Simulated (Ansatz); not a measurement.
# TiGe: the cost of one run

Computed with Ansatz 0.2.0 (DFT PBEsol, scalar-relativistic, plane waves, PAW, unless a step's input says otherwise).

3 further runs of the same task are left out: 3 set aside as unsound or not needed.

### 1 The system as given

It takes space group F-43m (No. 216, cubic). Conventional cell: a = 5.760 Å, b = 5.760 Å, c = 5.760 Å, α = 90.00°, β = 90.00°, γ = 90.00°. Ti (site symmetry -43m) has 4 Ge at 2.49 Å in its first shell of neighbours. Ge (site symmetry -43m) has 4 Ti at 2.49 Å in its first shell of neighbours.

As a file:

```
CELL_PARAMETERS angstrom
0.00000 2.88010 2.88010
2.88010 0.00000 2.88010
2.88010 2.88010 0.00000
ATOMIC_POSITIONS crystal
Ti 0.00000 0.00000 0.00000
Ge 0.25000 0.25000 0.25000
```

The cell was made up by rule, so the compound may not exist in this form.

The cell is the ideal cubic zincblende prototype; whether it is the stable structure of this composition wasn't checked.

### 2 Single point at 1.000 V0

Contents of input.yaml:

```yaml
crystal:
  lattice:
    - [0.0, 2.8801, 2.8801]
    - [2.8801, 0.0, 2.8801]
    - [2.8801, 2.8801, 0.0]
  atoms:
    - { symbol: Ti, position: [0.0, 0.0, 0.0] }
    - { symbol: Ge, position: [0.25, 0.25, 0.25] }
basis:
  ecutwfc: 420
kpoints:
  mp_grid: { grid: [10, 10, 10] }
hamiltonian:
  xc: pbesol
scf:
  occupations: { method: fermi_dirac, width: 0.15 }
output:
  forces: true
  stress: true
  eigenvalues: true
```

The run is started by

```console
$ ansatz run input.yaml --threads 4 --pin off --max-ram 12288MiB --backend cpu --events-out ev --progress --plain --runs-dir out
```

**Question.** How long does this run take on 4 threads of Arm Neoverse V1, shared host, and how much memory does it need?

About 1.1 s, with a peak of 0.38 GiB.
